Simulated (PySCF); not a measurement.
# [TiH5]-: singlet, from a square pyramidal start

Where does singlet [TiH5]- go from a square pyramidal start, is the end point a minimum, and what are its modes, charges and moments?

The runs use PySCF 2.14.0; PBE0, basis Ti def2-TZVPD, H def2-TZVPD, no relativity, density fitting.

### 1 Starting geometry

6 atoms, charge -1, spin multiplicity 1.

Bond lengths: Ti1–H2 1.680 Å, Ti1–H3 1.680 Å, Ti1–H4 1.680 Å, Ti1–H5 1.680 Å, Ti1–H6 1.680 Å. Angles: H2–Ti1–H3 102.0°, H2–Ti1–H4 102.0°, H2–Ti1–H5 102.0°, H2–Ti1–H6 102.0°, H3–Ti1–H4 87.5°, H3–Ti1–H5 156.0°, H3–Ti1–H6 87.5°, H4–Ti1–H5 87.5°, H4–Ti1–H6 156.0°, H5–Ti1–H6 87.5°.

```xyz
6
charge -1 multiplicity 1
Ti    0.0000    0.0000    0.0000
H     0.0000    0.0000    1.6800
H     1.6433    0.0000   -0.3493
H     0.0000    1.6433   -0.3493
H    -1.6433    0.0000   -0.3493
H     0.0000   -1.6433   -0.3493
```

### 2 First SCF at the start

The steps below are one call of a driver around PySCF. For each, scf.py gives the equivalent set-up of the SCF; relaxations use the driver's own optimiser. After this first run the driver tries any further starts and a stability analysis.

Contents of scf.py:

```python
from pyscf import gto, scf, dft
mol = gto.M(atom='''
Ti     0.000000     0.000000     0.000000
H      0.000000     0.000000     1.680000
H      1.643300     0.000000    -0.349300
H      0.000000     1.643300    -0.349300
H     -1.643300     0.000000    -0.349300
H     -0.000000    -1.643300    -0.349300''',
    basis={'Ti': 'def2-TZVPD', 'H': 'def2-TZVPD'},
    charge=-1, spin=0)
mf = dft.RKS(mol, xc='PBE0')
mf.grids.atom_grid = (50, 194)
aux = {'Ti': 'def2-universal-JKFIT', 'H': 'def2-universal-JKFIT'}
mf = mf.density_fit(auxbasis=aux)
mf.conv_tol = 1e-08
mf.diis_space = 10
mf.max_cycle = 60
mf.init_guess = 'minao'
mf.verbose = 4
mf.kernel()
```

Run with:

```bash
OMP_NUM_THREADS=4 python axn.py task.json out
```

The log of the run:

```text
init E= -851.600590842433
  HOMO = -0.306093996014944  LUMO = -0.16461311524886  gap/eV = 3.84989
cycle= 1 E= -852.09804120124  delta_E= -0.497  |g|= 0.383  |ddm|= 1.97
  HOMO = -0.0551952276636384  LUMO = 0.0748403551072283  gap/eV = 3.53845
cycle= 2 E= -852.00154664674  delta_E= 0.0965  |g|= 0.858  |ddm|= 0.682
  HOMO = -0.0423013076256874  LUMO = 0.132212524325619  gap/eV = 4.74876
cycle= 3 E= -852.134144728912  delta_E= -0.133  |g|= 0.164  |ddm|= 0.757
  HOMO = -0.0783544605196026  LUMO = 0.101307420115356  gap/eV = 4.88885
cycle= 4 E= -852.142060558224  delta_E= -0.00792  |g|= 0.043  |ddm|= 0.31
  HOMO = -0.075999282524198  LUMO = 0.106960534214147  gap/eV = 4.97859
cycle= 5 E= -852.142541725261  delta_E= -0.000481  |g|= 0.00271  |ddm|= 0.0594
  HOMO = -0.0761984315410428  LUMO = 0.106875996362158  gap/eV = 4.98171
cycle= 6 E= -852.142544135882  delta_E= -2.41e-06  |g|= 0.00106  |ddm|= 0.00308
  HOMO = -0.0761805961537916  LUMO = 0.106821392305901  gap/eV = 4.97974
cycle= 7 E= -852.142544446096  delta_E= -3.1e-07  |g|= 0.000141  |ddm|= 0.000961
  HOMO = -0.0761861396545789  LUMO = 0.106799171620991  gap/eV = 4.97928
cycle= 8 E= -852.142544468897  delta_E= -2.28e-08  |g|= 5.35e-05  |ddm|= 0.000332
  HOMO = -0.0761871685107453  LUMO = 0.106801573738519  gap/eV = 4.97938
cycle= 9 E= -852.142544470954  delta_E= -2.06e-09  |g|= 1.82e-05  |ddm|= 0.000112
  HOMO = -0.0761879930357673  LUMO = 0.106795511592327  gap/eV = 4.97923
Extra cycle  E= -852.142544470598  delta_E= 3.56e-10  |g|= 4.4e-05  |ddm|= 6.99e-05
converged SCF energy = -852.142544470598
```

This step, with its further starts and checks, needed 4 s of wall time on 4 threads of Arm Neoverse V2, shared host.

The starts that the driver tried:

| start | energy (Eh) |
| --- | --- |
| the minimal-basis guess | -852.142544 |
| a thermally smeared density | -852.142544 |
| a smeared PBE density | -852.142544 |

The test of internal stability and the other starts found no lower closed-shell solution.

### 3 Square pyramidal start, singlet: relaxation

The program finds C4v symmetry in the start, which this walk keeps.

Changes to scf.py since step 2:

```diff
@@ -3,6 +3,6 @@
-Ti     0.000000     0.000000     0.000000
-H      0.000000     0.000000     1.680000
-H      1.643300     0.000000    -0.349300
-H      0.000000     1.643300    -0.349300
-H     -1.643300     0.000000    -0.349300
-H     -0.000000    -1.643300    -0.349300''',
+Ti     0.000000     0.000000    -0.005379
+H     -0.000000     0.000000     1.674621
+H      1.643300     0.000000    -0.354679
+H      0.000000     1.643300    -0.354679
+H     -1.643300     0.000000    -0.354679
+H      0.000000    -1.643300    -0.354679''',
@@ -18 +17,0 @@
-mf.init_guess = 'minao'
```

The optimiser's trace:

| step | energy (Eh) | change (kJ/mol) | largest symmetric gradient (Eh/bohr) |
| --- | --- | --- | --- |
| 0 | -852.142544 | 0.00 | 0.04560 |
| 1 | -852.153340 | -28.34 | 0.03163 |
| 2 | -852.161734 | -50.38 | 0.00539 |
| 3 | -852.162531 | -52.47 | 0.00614 |
| 4 | -852.163823 | -55.87 | 0.00610 |
| 5 | -852.164479 | -57.59 | 0.00285 |
| 6 | -852.164585 | -57.87 | 0.00099 |
| 7 | -852.164588 | -57.88 | 0.00083 |
| 8 | -852.164590 | -57.88 | 0.00038 |
| 9 | -852.164591 | -57.88 | 0.00009 |

The walk took 6.5 s.

Positions (Å) and forces (eV/Å) along the way:

```
step 0
Ti   0.000   0.000  -0.005   0.000   0.000   2.345
H    0.000   0.000   1.675   0.000   0.000   0.732
H    1.643   0.000  -0.355   1.065   0.000  -0.769
H    0.000   1.643  -0.355   0.000   1.065  -0.769
H   -1.643   0.000  -0.355  -1.065   0.000  -0.769
H    0.000  -1.643  -0.355   0.000  -1.065  -0.769
step 1
Ti   0.000   0.000   0.044   0.000   0.000   1.626
H    0.000   0.000   1.745   0.000   0.000   0.550
H    1.666   0.000  -0.385   0.467   0.000  -0.544
H    0.000   1.666  -0.385   0.000   0.467  -0.544
H   -1.666   0.000  -0.385  -0.467   0.000  -0.544
H    0.000  -1.666  -0.385   0.000  -0.467  -0.544
step 5
Ti   0.000   0.000   0.217   0.000   0.000  -0.146
H    0.000   0.000   2.017   0.000   0.000  -0.055
H    1.607   0.000  -0.496  -0.107   0.000   0.050
H    0.000   1.607  -0.496   0.000  -0.107   0.050
H   -1.607   0.000  -0.496   0.107   0.000   0.050
H    0.000  -1.607  -0.496   0.000   0.107   0.050
step 9
Ti   0.000   0.000   0.216   0.000   0.000   0.005
H    0.000   0.000   2.012   0.000   0.000   0.000
H    1.595   0.000  -0.494   0.001   0.000  -0.001
H    0.000   1.595  -0.494   0.000   0.001  -0.001
H   -1.595   0.000  -0.494  -0.001   0.000  -0.001
H    0.000  -1.595  -0.494   0.000  -0.001  -0.001
```

After 9 steps and 57.9 kJ/mol it ends at C4v: Ti–H 1.746 Å (×4), Ti–H 1.796 Å; H–Ti–H 80.5° (×4), H–Ti–H 114.0° (×4), H–Ti–H 132.0° (×2).

### 4 Is it a minimum? Harmonic modes

On the finer grid the gradient is checked again; gradients at displacements of ±0.02 bohr then give force constants and infrared intensities.

Changes to scf.py since step 3:

```diff
@@ -3,6 +3,6 @@
-Ti     0.000000     0.000000    -0.005379
-H     -0.000000     0.000000     1.674621
-H      1.643300     0.000000    -0.354679
-H      0.000000     1.643300    -0.354679
-H     -1.643300     0.000000    -0.354679
-H      0.000000    -1.643300    -0.354679''',
+Ti    -0.000000    -0.000000     0.019891
+H     -0.000000    -0.000000     1.815917
+H      1.594847     0.000000    -0.690555
+H      0.000000     1.594847    -0.690555
+H     -1.594847     0.000000    -0.690555
+H      0.000000    -1.594847    -0.690555''',
@@ -12 +12 @@
-mf.grids.atom_grid = (50, 194)
+mf.grids.atom_grid = (75, 302)
@@ -15 +15 @@
-mf.conv_tol = 1e-08
+mf.conv_tol = 1e-10
```

This SCF starts from the last density.

Log of the central SCF (cycles and frontier levels):

```text
init E= -852.164601994057
  HOMO = -0.0868844256421803  LUMO = 0.111367652442954  gap/eV = 5.39471
cycle= 1 E= -852.164601994065  delta_E= -7.96e-12  |g|= 6.62e-07  |ddm|= 7.18e-07
  HOMO = -0.0868844448578684  LUMO = 0.111367519666841  gap/eV = 5.39471
Extra cycle  E= -852.164601994068  delta_E= -2.96e-12  |g|= 1.67e-06  |ddm|= 1.66e-06
converged SCF energy = -852.164601994068
```

The whole step took 14 s.

Geometry: C4v; Ti–H 1.746 Å (×4), Ti–H 1.796 Å; H–Ti–H 80.5° (×4), H–Ti–H 114.0° (×4), H–Ti–H 132.0° (×2).

Modes, for the most abundant isotopes:

| symmetry | ω (cm⁻¹) | IR (km/mol) | μ (u) |
| --- | --- | --- | --- |
| e | 307 | 43.0 | 1.04 |
| b1 | 462 | 0.0 | 1.01 |
| e | 549 | 305 | 1.03 |
| a1 | 655 | 40.1 | 1.06 |
| b2 | 741 | 0.0 | 1.01 |
| b1 | 1486 | 0.0 | 1.01 |
| a1 | 1486 | 994 | 1.05 |
| e | 1531 | 2269 | 1.05 |
| a1 | 1664 | 50.4 | 1.02 |

No imaginary mode, so this is a minimum.

Properties at this point:

```yaml
Dipole_moment_about_the_centre_of_mass: 1.59 D
Highest_occupied_level: -2.36 eV
Lowest_empty_level: 3.03 eV
Rotational_constants: 1.644, 1.622, 1.622 cm⁻¹
Zero-point_energy: 67.4 kJ/mol
Principal_polarisabilities: 64.1, 73.3, 73.3 bohr³
Principal_traceless_quadrupole_moments_about_the_centre_of_mass: -0.05, -0.05, 0.11 D Å
Entropy_at_298.15_K_and_1_bar: 246.6 J/(mol K)
Heat_capacity_Cp_at_298.15_K: 70.7 J/(mol K)
Enthalpy_at_298.15_K_above_0_K: 14.40 kJ/mol
Rotational_symmetry_number: 4
```

Populations by atom (charges in e):

```json
{"atom": "Ti1", "Mulliken": "-0.82", "Löwdin": "0.01", "polar tensor": "1.15", "Mayer order to Ti1": "–"}
{"atom": "H2", "Mulliken": "-0.12", "Löwdin": "-0.21", "polar tensor": "-0.53", "Mayer order to Ti1": "0.96"}
{"atom": "H3,4,5,6", "Mulliken": "-0.02", "Löwdin": "-0.20", "polar tensor": "-0.40", "Mayer order to Ti1": "0.96"}
```

Mulliken populations on Ti1: s 7.19, p 13.18, d 2.44, f 0.01.

### 5 Stability of the closed shell

At the lowest minimum the closed shell is tested against spin polarisation, on the (50, 194) grid. It is stable.

### 6 What came out

| quantity | value |
| --- | --- |
| minimum | singlet, C4v |
| geometry | Ti–H 1.746 Å (×4), Ti–H 1.796 Å; H–Ti–H 80.5° (×4), H–Ti–H 114.0° (×4), H–Ti–H 132.0° (×2) |
| wavenumbers (cm⁻¹) | 307 (e), 462 (b1), 549 (e), 655 (a1), 741 (b2), 1486 (b1), 1486 (a1), 1531 (e), 1664 (a1) |
| dipole moment (centre of mass) | 1.59 D |
| highest occupied, lowest empty level | -2.36, 3.03 eV |
| polar-tensor charge of Ti1 | +1.15 e |
| zero-point energy | 67.4 kJ/mol |
| entropy at 298.15 K | 246.6 J/(mol K) |

What this shows: The molecule stays C4v, as typed, and the end point is a minimum. In the infrared the band at 1531 cm⁻¹ (e, stretch) leads. Other starts or spin states, not run here, may lie lower.

The search up to here needed 25 s of wall time on 4 threads of Arm Neoverse V2, shared host.
